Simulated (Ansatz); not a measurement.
# Si: the cost of one run

Computed with Ansatz 0.2 development build (DFT, PBE, PAW hard, scalar-relativistic, unless a step's input says otherwise).

## Step 1: Starting point

The structure is orthorhombic, space group Pmmm (No. 47). The conventional cell has a = 10.000 Å, b = 10.300 Å, c = 10.700 Å, α = 90.00°, β = 90.00°, γ = 90.00°. Si (site symmetry mm2) is surrounded by 1 Si at 2.40 Å.

As a file:

```
CELL_PARAMETERS angstrom
10.00000 0.00000 0.00000
0.00000 10.30000 0.00000
0.00000 0.00000 10.70000
ATOMIC_POSITIONS crystal
Si 0.50000 0.50000 0.38785
Si 0.50000 0.50000 0.61215
```

## Step 2: Running it

Input file input.yaml:

```yaml
crystal:
  lattice:
    - [10.0, 0.0, 0.0]
    - [0.0, 10.3, 0.0]
    - [0.0, 0.0, 10.7]
  atoms:
    - { symbol: Si, position: [0.5, 0.5, 0.38785], spin: 1 }
    - { symbol: Si, position: [0.5, 0.5, 0.61215], spin: 1 }
hamiltonian:
  xc: pbe
  pseudopotentials: { kind: paw }
  dispersion: none
magnetization:
  spin_polarized: true
relax: {}
scf:
  occupations: { method: fermi_dirac, width: "0.1 eV" }
kpoints:
  mp_grid: { grid: [1, 1, 1] }
```

Command:

```sh
$ ansatz run input.yaml --threads 4 --max-ram=10GiB --backend cpu --events-out ev
```

**Question.** How long does this run take on 4 threads of Arm Neoverse V2 (Grace), shared host, and how much memory does it need?

About 8.2 s, with a peak of 0.9 GiB.
